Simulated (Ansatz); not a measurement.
## MnAs, space group P6_3/mmc: a test of the smearing width, step by step

With Ansatz 0.2.0, Python API.

Notebook, run cell by cell (the value of a cell's last expression is shown):

```python
from dataclasses import dataclass

import ansatz as az
import pandas as pd
```

```python
@dataclass(frozen=True)
class RunConfig:
    xc: str = "lda"
    kgrid: tuple[int, ...] = (6, 6, 3)
    mixing_beta: float = 0.2
    tolerance: float = 1e-05
```

```python
opts = RunConfig()

system = (
    az.Lattice.of((3.71, 0.0, 0.0), (-1.855, 3.212954, 0.0), (0.0, 0.0, 5.691))
    .atom("Mn", (0.0, 0.0, 0.0))
    .atom("Mn", (0.0, 0.0, 0.5))
    .atom("As", (1 / 3, 2 / 3, 0.25))
    .atom("As", (2 / 3, 1 / 3, 0.75))
    .moments(Mn=5.2)
)
```

```python
system.resolved().sites[-1]
```

    Site(symbol='As', position=(0.6666666666666666, 0.3333333333333333, 0.75), moment=None, axis=None, held=None, saved=None)

```python
setup = (
    system.calculation()
    .functional(opts.xc)
    .accuracy("low")
    .kpoints(*opts.kgrid, center="monkhorst-pack")
    .spin("collinear")
    .mixing("broyden", ndim=8, beta=opts.mixing_beta)
    .initial_density(normalization="atom")
    .scf(tolerance=opts.tolerance)
    .stress()
)
```

```python
rows = []
for value in [0.5, 0.3, 0.2, 0.1]:
    report = setup.occupations("gaussian", width=value).run(threads=1, pin="off").report
    rows.append((value, report["free_energy_ev"] / len(report["lattice"]["sites"]), report["n_iterations"], sum(report["stress_gpa"][i][i] for i in range(3)) / 3, report["magnetization_mub"], report["n_kpoints"]))
```

    DeckWarning: basis.ecutwfc = 420 eV, auto-derived from the records' recommended cutoffs: set by Mn (normal level)
    DeckWarning: crystal.symmetry: narrowed to the stabiliser of the k-point mesh — unitary ops 24 → 8; excluded 16 operations that carry a point of the 6×6×3 mesh (shift [0.5, 0.5, 0]) off the mesh (the run samples exactly the mesh kpoints.mp_grid names, as [...]
    DeckWarning: where an SCF of this run starts from atoms to list the orders of its open shells, Mn (sites 0, 1, from 0) starts with 5.00 μB on its 3d shell, in the place of the 5.20 μB that the deck gives it: its open shells can hold no more by Hund's first [...]
    DeckWarning: output.stress: scf.convergence.dr2_threshold = 1e-5 eV is looser than the 4e-10 eV advised for a printed stress (1e-10 eV for each atom of the cell: 4). What an SCF threshold leaves in a stress goes as its square root, and in the free energy as [...]

```python
table = pd.DataFrame(rows, columns=["width (eV)", "F/atom (eV)", "iterations", "P (GPa)", "moment (muB)", "k-points"])
table.round(5)
```

       width (eV)  F/atom (eV)  iterations   P (GPa)  moment (muB)  k-points
    0         0.5  -4307.54409          18 -14.31070       5.74614        24
    1         0.3  -4307.51470          18 -13.73102       5.94277        24
    2         0.2  -4307.50636          19 -13.54050       5.99495        24
    3         0.1  -4307.50140          19 -13.54030       5.99647        24

```python
# the last row is the reference
for row in rows[:-1]:
    shift = 1000 * (row[1] - rows[-1][1])
    print(f"{row[0]}: {shift:+.2f} meV/atom" + ("  (within 2 meV)" if abs(shift) < 2 else ""))
```

    0.5: -42.69 meV/atom
    0.3: -13.30 meV/atom
    0.2: -4.96 meV/atom

Going from 0.1 to 0.5 eV changes F by -42.7 meV an atom. With this scheme F falls roughly as the square of the width; the report's estimate for zero width (energy_sigma0_ev) moves by only +4.3 meV. The pressure moves from -13.54 to -14.31 GPa.

Other magnetic orders than the one started from may lie lower. For a metal this k-point mesh is coarse: on a finer one energies can move by several to tens of meV an atom and pressures by half a GPa or more, differences at one mesh by less. The overall sign of a collinear moment is arbitrary, and semilocal functionals can give small moments to compounds that are paramagnetic. The free energy holds a sizeable smearing term, which stands for no physical temperature. Of the deposited cell: the entry's cell lengths or inner coordinates differ somewhat from later room-temperature determinations. The narrowest width needs the finest mesh, so the last row is no converged reference. Pressure is positive in compression. At these settings the cell as given stands under about -14 GPa, so it isn't at this functional's equilibrium volume. The starting cell is as deposited in a crystallographic database; the results hold for this polymorph, which needn't be the stable one. Warnings are shown shortened and without file and line. Finished in 67 s on 1 thread of Arm Neoverse V1, on a shared host, peak memory 0.54 GiB.
